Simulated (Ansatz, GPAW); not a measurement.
CuF: PBE in single-zeta orbitals, run from Python

These are simulated results from GPAW 26.7.0, not measurements. The cell was built from a prototype and was relaxed with r2SCAN in plane waves (Ansatz 0.2.0). Not every such cell is a known phase. All runs are without spin polarisation.

The symmetry is P6_3/mmc (No. 194, hexagonal); a = 3.509 Å, c = 5.083 Å in the conventional setting, 13.55 Å³ an atom. Around Cu lie 3 F at 2.03 Å; around F lie 3 Cu at 2.03 Å.

The basis is minimal: single zeta, one radial function for each shell that the log's basis lists. It describes the filled bands fairly and the empty ones poorly.

Input script:

```python
import json
from ase import Atoms
from gpaw import GPAW, PW, FermiDirac

atoms = Atoms(['Cu', 'Cu', 'F', 'F'],
              cell=[[3.50865714, 0.0, 0.0], [-1.75432857, 3.03858622, 0.0], [0.0, 0.0, 5.08251995]],
              scaled_positions=[[0.333333333, 0.666666667, 0.25], [0.666666667, 0.333333333, 0.75], [0.666666667, 0.333333333, 0.25], [0.333333333, 0.666666667, 0.75]],
              pbc=True)
calc = GPAW(mode='lcao', basis='sz(dzp)', h=0.2, xc='PBE', kpts={'size': (6, 6, 4), 'gamma': True},
            occupations=FermiDirac(0.02), maxiter=100, legacy_gpaw=True, txt='gpaw.txt')
atoms.calc = calc
res = {'energy': atoms.get_potential_energy(force_consistent=True)}
res['electrons'] = calc.get_number_of_electrons()
res['k'] = calc.get_ibz_k_points().tolist()
res['levels'] = [calc.get_eigenvalues(kpt=i).tolist() for i in range(len(res['k']))]
points = [[0.0, 0.0, 0.0], [0.5, 0.0, 0.0], [0.333333, 0.333333, 0.0], [0.0, 0.0, 0.5], [0.5, 0.0, 0.5], [0.333333, 0.333333, 0.5], [0.15, 0.0, 0.0]]
bands = calc.fixed_density(kpts=points, symmetry='off', txt='bands.txt')
res['points'] = [bands.get_eigenvalues(kpt=i).tolist() for i in range(len(points))]
json.dump(res, open('results.json', 'w'))
print('free energy (eV):', round(res['energy'], 5))
```

Command: `python run.py`. It took 6.3 s on 1 thread of Arm Neoverse V2 (shared host), peak memory 0.15 GiB.

The log gpaw.txt, trimmed of paths, versions and times, then the last line on the terminal. An iter line gives the energy in eV and the logarithms of the changes of orbitals (plane waves alone) and density (c: converged):

```
___ ___ ___ _ _ _
 |   |   |_  | | | |

 | | | | | . | | | |

 |__ |  _|___|_____|  26.7.0
 |___|_|

Input parameters:
  basis: sz(dzp)
  h: 0.2
  kpts: {gamma: True,
         size: (6, 6, 4)}
  maxiter: 100
  mode: lcao
  occupations: {fixmagmom: False,
                name: fermi-dirac,
                width: 0.02}
  xc: PBE

System changes: positions, numbers, cell, pbc, initial_charges, initial_magmoms

Initialize ...

species:
  Cu:
    name:    Copper
    Z:       29.0
    valence: 11
    core:    18
    charge:  0.0  # [|e|]
    compensation charges:
      type: gauss
      rc: 0.33  # [Å]
      lmax: 2
    cutoffs:
      filter: 2.06  # [Å]
      core: 2.43  # [Å]
    projectors
    | kind |    occ | energy [eV] | rcut [Å] |

    |------|--------|-------------|----------|

    |   4s |  1.000 |      -4.609 |    1.164 |

    |   4p |  0.000 |      -0.698 |    1.164 |

    |   3d | 10.000 |      -5.039 |    1.058 |

    |    s |        |      22.603 |    1.164 |

    |    p |        |      26.513 |    1.164 |

    |    d |        |      22.172 |    1.058 |

    LCAO basis set for Cu:
      Name: sz(dzp)
      Number of radial functions: 2
      Number of spherical harmonics: 6
        l=0, rc=8.9688 Bohr: 4s-sz confined orbital
        l=2, rc=5.1719 Bohr: 3d-sz confined orbital
      Number of RI-basis functions 0

  F:
    name:    Fluorine
    Z:       9.0
    valence: 7
    core:    2
    charge:  0.0  # [|e|]
    compensation charges:
      type: gauss
      rc: 0.20  # [Å]
      lmax: 2
    cutoffs:
      filter: 1.14  # [Å]
      core: 0.74  # [Å]
    projectors
    | kind |    occ | energy [eV] | rcut [Å] |

    |------|--------|-------------|----------|

    |   2s |  2.000 |     -29.898 |    0.635 |

    |   2p |  5.000 |     -11.110 |    0.635 |

    |    s |        |      -2.687 |    0.635 |

    |    p |        |      16.102 |    0.635 |

    |    d |        |       0.000 |    0.635 |

    LCAO basis set for F:
      Name: sz(dzp)
      Number of radial functions: 2
      Number of spherical harmonics: 4
        l=0, rc=3.8594 Bohr: 2s-sz confined orbital
        l=1, rc=4.8750 Bohr: 2p-sz confined orbital
      Number of RI-basis functions 0

Reference energy: -95471.065253  # eV

Spin-paired calculation

Convergence criteria:
 Maximum [total energy] change in last 3 cyles: 0.0005 eV / valence electron
 Maximum integral of absolute [dens]ity change: 0.0001 electrons / valence electron
 Maximum integral of absolute [eigenst]ate change: 4e-08 eV^2 / valence electron
 Maximum number of scf [iter]ations: 100
 (Square brackets indicate name in SCF output, whereas a 'c' in
 the SCF output indicates the quantity has converged.)

Symmetries present (total): 4

  ( 1  0  0)  ( 1  0  0)  (-1  0  0)  (-1  0  0)
  ( 0  1  0)  (-1 -1  0)  ( 1  1  0)  ( 0 -1  0)
  ( 0  0  1)  ( 0  0 -1)  ( 0  0  1)  ( 0  0 -1)

144 k-points: 6 x 6 x 4 Monkhorst-Pack grid + [1/12,1/12,1/8]
47 k-points in the irreducible part of the Brillouin zone
       k-points in crystal coordinates                weights
   0:     0.00000000    0.00000000    0.00000000          1/144
   1:     0.00000000    0.00000000    0.25000000          2/144
   2:     0.00000000    0.00000000    0.50000000          1/144
   3:     0.00000000    0.16666667   -0.25000000          2/144
   4:     0.00000000    0.16666667    0.00000000          2/144
   5:     0.00000000    0.16666667    0.25000000          2/144
   6:     0.00000000    0.16666667    0.50000000          2/144
   7:     0.00000000    0.33333333   -0.25000000          2/144
   8:     0.00000000    0.33333333    0.00000000          2/144
   9:     0.00000000    0.33333333    0.25000000          2/144
          ...
  46:     0.50000000    0.50000000    0.50000000          2/144

Wave functions: LCAO
  Diagonalizer: Serial LAPACK
  Atomic Correction: dense with blas
  Data-type: complex

Occupation numbers: Fermi-Dirac:
  width: 0.0200  # eV

Eigensolver
   LCAO using direct dense diagonalizer

Densities:
  Coarse grid: 16*16*24 grid
  Fine grid: 32*32*48 grid
  Total Charge: 0.000000

Density mixing:
  Method: separate
  Backend: msr1
  Linear mixing parameter: 0.05
  old densities: 10
  Width of damping distribution: 1.1
  Damping of long wavelength oscillations: 20

Hamiltonian:
  XC and Coulomb potentials evaluated on a 32*32*48 grid
  Using the PBE Exchange-Correlation functional
  Interpolation: tri-quintic (5. degree polynomial)
  Poisson solver: FastPoissonSolver using
    Stencil: 8*3+1=25 point O(h^6) finite-difference Laplacian
    FFT axes: [np.int64(0), np.int64(1), np.int64(2)]
    FST axes: []

XC parameters: PBE with 2 nearest neighbor stencil

Memory estimate:
  Process memory now: 112.10 MiB
  Calculator: 14.17 MiB
    Density: 9.92 MiB
      Arrays: 1.22 MiB
      Localized functions: 7.76 MiB
      Mixer: 0.94 MiB
    Hamiltonian: 1.39 MiB
      Arrays: 0.80 MiB
      XC: 0.00 MiB
      Poisson: 0.00 MiB
      vbar: 0.59 MiB
    Wavefunctions: 2.87 MiB
      C [qnM]: 0.29 MiB
      S, T [2 x qmm]: 0.57 MiB
      P [aqMi]: 0.06 MiB
      BasisFunctions: 1.95 MiB
      Eigensolver: 0.00 MiB

Total number of cores used: 1

Number of atoms: 4
Number of atomic orbitals: 20
Number of bands in calculation: 20
Number of valence electrons: 36
Bands to converge: occupied
Positions:
   0 Cu    -0.000000    2.025724    1.270630    ( 0.0000,  0.0000,  0.0000)
   1 Cu     1.754329    1.012862    3.811890    ( 0.0000,  0.0000,  0.0000)
   2 F      1.754329    1.012862    1.270630    ( 0.0000,  0.0000,  0.0000)
   3 F     -0.000000    2.025724    3.811890    ( 0.0000,  0.0000,  0.0000)

Unit cell:
           periodic     x           y           z      points  spacing
  1. axis:    yes    3.508657    0.000000    0.000000    16     0.1899
  2. axis:    yes   -1.754329    3.038586    0.000000    16     0.1899
  3. axis:    yes    0.000000    0.000000    5.082520    24     0.2118

  Lengths:   3.508657   3.508657   5.082520
  Angles:   90.000000  90.000000 120.000000

Effective grid spacing dv^(1/3) = 0.2066

iter:   1    -9.374957        c
iter:   2    -9.097281        c -1.40
iter:   3    -7.896978        c -1.43
iter:   4    -7.868311        c -2.29
iter:   5    -7.866309        c -2.51
iter:   6    -7.865870c       c -2.84
iter:   7    -7.865860c       c -4.01c

Converged after 7 iterations.

Energy contributions relative to reference atoms: (reference = -95471.065253)

Kinetic:       +158.386699
Potential:     -137.270446
External:        +0.000000
XC:             -30.279222
Entropy (-ST):   -0.005846
Local:           +1.300032
SIC:             +0.000000
--------------------------
Free energy:     -7.868783
Extrapolated:    -7.865860

Showing only first 2 kpts
 Kpt  Band  Eigenvalues  Occupancy
  0    16      5.73350    0.62461
  0    17      5.73539    0.58480
  0    18      5.73835    0.52551
  0    19      8.56633    0.00000

  1    16      5.73469    0.59932
  1    17      5.73521    0.58855
  1    18      5.73815    0.52936
  1    19      7.48657    0.00000

Fermi level: 5.71771

No gap
No difference between direct/indirect transitions

free energy (eV): -7.86878
```

The gap in the log is over the mesh alone; results.json adds the listed points. PBE in single-zeta orbitals gives no gap (an overlap of 0.05 eV at the points read). On the same cell, plane-wave PBE (Ansatz, 12×12×6 k points and the special points) gives no gap (an overlap of 0.06 eV at the points read) and r2SCAN no gap (an overlap of 0.04 eV at the points read); on shared hosts these took about 7.3 and 18 core-seconds on the 4-atom cell, against 6.3 for the script.
